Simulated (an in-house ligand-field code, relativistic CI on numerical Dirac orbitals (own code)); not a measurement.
**d6 to d9 in a ligand field: terms by electron count**

Which terms of d6 to d9 lie lowest for given Racah parameters and ligand field?

Method: parametric ligand-field model of a d^n configuration (Racah B and C, spin-orbit zeta, crystal field), exact diagonalisation. Code: an in-house ligand-field code version 1.

**1. Starting point**

```
shell        : d6 to d9
set 1 (cm⁻¹) : d6: B = 790, C = 3280, Oh, 10Dq = 17200
set 2 (cm⁻¹) : d7: B = 790, C = 3280, Oh, 10Dq = 17200
set 3 (cm⁻¹) : d8: B = 790, C = 3280, Oh, 10Dq = 17200
set 4 (cm⁻¹) : d9: B = 790, C = 3280, Oh, 10Dq = 17200
```

**2. Set 1**

Settings, as recorded:

```ini
n = 6
racah_B = 790  # cm-1
racah_C = 3280  # cm-1
zeta = 0  # cm-1
symmetry = Oh
field = {"10Dq": 17200}  # cm-1
```

Started as:

```bash
python run_levels.py task.json out
```

task.json lists these runs, among others, and the program works through them in turn.

**3. Set 2**

The settings differ from step 2 so:

```diff
@@ -1,2 +1,2 @@
-n = 6
+n = 7
 racah_B = 790  # cm-1
```

**4. Set 3**

The settings differ from step 3 so:

```diff
@@ -1,2 +1,2 @@
-n = 7
+n = 8
 racah_B = 790  # cm-1
```

**5. Set 4**

The settings differ from step 4 so:

```diff
@@ -1,2 +1,2 @@
-n = 8
+n = 9
 racah_B = 790  # cm-1
```

(Steps that only read results are left out.)

Q: Predict the outcome of this session. Wanted: lowest terms; sets at their largest spin, of those that allow S over 1.

As calculated:

| set | 10Dq/B (size) | lowest | S | electrons in z² and x²-y² | first level of the same spin (cm⁻¹) |
| --- | --- | --- | --- | --- | --- |
| 1: Oh, d6 | 21.8 | 1A1 | 0.00 | 0.06 | 1T1 15302 |
| 2: Oh, d7 | 21.8 | 2E | 0.50 | 1.05 | 2T1 15131 |
| 3: Oh, d8 | 21.8 | 3A2 | 1.00 | 2.00 | 3T2 17200 |
| 4: Oh, d9 | 21.8 | 2E | 0.50 | 3.00 | 2T2 17200 |

| quantity | value |
| --- | --- |
| lowest terms | 1: 1A1, 2: 2E, 3: 3A2, 4: 2E |
| sets at their largest spin, of those that allow S over 1 | none |

What this shows: 2 of 4 sets have the highest spin that their shell allows. B, C and the field are free parameters here, not those of a compound.
